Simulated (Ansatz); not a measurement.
# C2H8BNO: up Jacob's ladder to CCSD(T)

The task here is to estimate one member of a computed series from the others.

The runs use Ansatz 0.2.0, Gaussian basis; functionals in def2-TZVPP, the program's frozen cores in correlated methods.

Levels to be run: PBE-D4, r2SCAN-D4, PBE0-D4, B3LYP-D4, ωB97X-V, ωB97M-V, B2PLYP; CCSD(T)/def2-TZVPP; MP2/def2-QZVPP; extrapolation to the limit.

**The geometry**

The geometry comes from an earlier relaxation with PBE0-D4 in a triple-zeta def2 set; it is a stationary point, not always the lowest conformer.

SMILES `BNCOC`, 13 atoms, charge 0, spin multiplicity 1.

Atoms are counted from 1 here; the program's logs count them from 0.

Bond lengths: B1–N2 1.387 Å, B1–H6 1.196 Å, B1–H7 1.197 Å, N2–C3 1.425 Å, N2–H8 1.009 Å, C3–O4 1.404 Å, C3–H9 1.098 Å, C3–H10 1.102 Å, O4–C5 1.402 Å, C5–H11 1.090 Å, C5–H12 1.099 Å, C5–H13 1.099 Å. Angles: N2–B1–H6 118.9°, N2–B1–H7 118.7°, H6–B1–H7 122.4°, B1–N2–C3 126.1°, B1–N2–H8 120.2°, C3–N2–H8 113.6°, N2–C3–O4 109.3°, N2–C3–H9 108.4°, N2–C3–H10 110.8°, O4–C3–H9 110.9°, O4–C3–H10 109.1°, H9–C3–H10 108.4°, C3–O4–C5 112.0°, O4–C5–H11 107.4°, O4–C5–H12 111.6°, O4–C5–H13 111.6°, H11–C5–H12 108.8°, H11–C5–H13 108.9° and more.

Set-up of the first run:

Input file in.yaml:

```yaml
crystal:
  periodic: [false, false, false]
  atoms:
    - {symbol: B, position_ang: [-1.244591, 1.906852, 0.901056]}
    - {symbol: N, position_ang: [-0.625327, 0.678929, 1.080735]}
    - {symbol: C, position_ang: [0.354923, 0.098779, 0.224570]}
    - {symbol: O, position_ang: [-0.198038, -1.015362, -0.425825]}
    - {symbol: C, position_ang: [0.743338, -1.675329, -1.227878]}
    - {symbol: H, position_ang: [-2.068296, 2.259850, 1.693013]}
    - {symbol: H, position_ang: [-0.924401, 2.581023, -0.035107]}
    - {symbol: H, position_ang: [-0.893474, 0.082361, 1.849253]}
    - {symbol: H, position_ang: [0.672795, 0.857739, -0.502206]}
    - {symbol: H, position_ang: [1.237478, -0.221629, 0.801908]}
    - {symbol: H, position_ang: [0.242786, -2.528962, -1.683714]}
    - {symbol: H, position_ang: [1.126251, -1.021910, -2.023959]}
    - {symbol: H, position_ang: [1.596955, -2.037039, -0.637146]}
basis:
  gaussian: {orbitals: def2-TZVPP}
hamiltonian: {xc: pbe, dispersion: d4}
output: {forces: true, orbitals: {seedname: orbitals}}
```

Command:

```
$ ansatz run in.yaml --threads 4 --pin off --events-out ev --progress --plain --max-ram 10444MiB
```

Steps of the session up to this table: PBE-D4 (GGA); r2SCAN-D4 (meta-GGA); PBE0-D4 (hybrid); B3LYP-D4 (hybrid); ωB97X-V (range-separated); ωB97M-V (range-separated); B2PLYP (double hybrid); CCSD(T) in def2-TZVPP; MP2 in def2-QZVPP.

One table of the session follows, with a row left open; its other results are not shown here.

| method | atoms, summed (eV) | atomisation energy (kJ/mol) |
| --- | --- | --- |
| PBE-D4 | -6360.410 | 5033.3 |
| r2SCAN-D4 | -6365.876 | 4929.2 |
| PBE0-D4 | ? | ? |
| B3LYP-D4 | -6370.195 | 4944.9 |
| ωB97X-V | -6367.617 | 4937.2 |
| ωB97M-V | -6366.514 | 4945.6 |
| B2PLYP | -6364.733 | 4887.0 |
| HF/def2-TZVPP | -6343.903 | 3581.2 |
| MP2/def2-TZVPP | -6355.121 | 4860.0 |
| CCSD/def2-TZVPP | -6357.686 | 4726.2 |
| CCSD(T)/def2-TZVPP | -6357.971 | 4792.8 |
| MP2/CBS | -6357.188 | 4979.9 |
| CCSD(T)/CBS | -6360.038 | 4912.7 |

Q: Estimate the row for PBE0-D4 from the others.

**Answer.** atoms, summed (eV): -6362.015; atomisation energy (kJ/mol): 4941.1. In the column «atoms, summed (eV)» it lies between B2PLYP (-6364.733) and PBE-D4 (-6360.410).
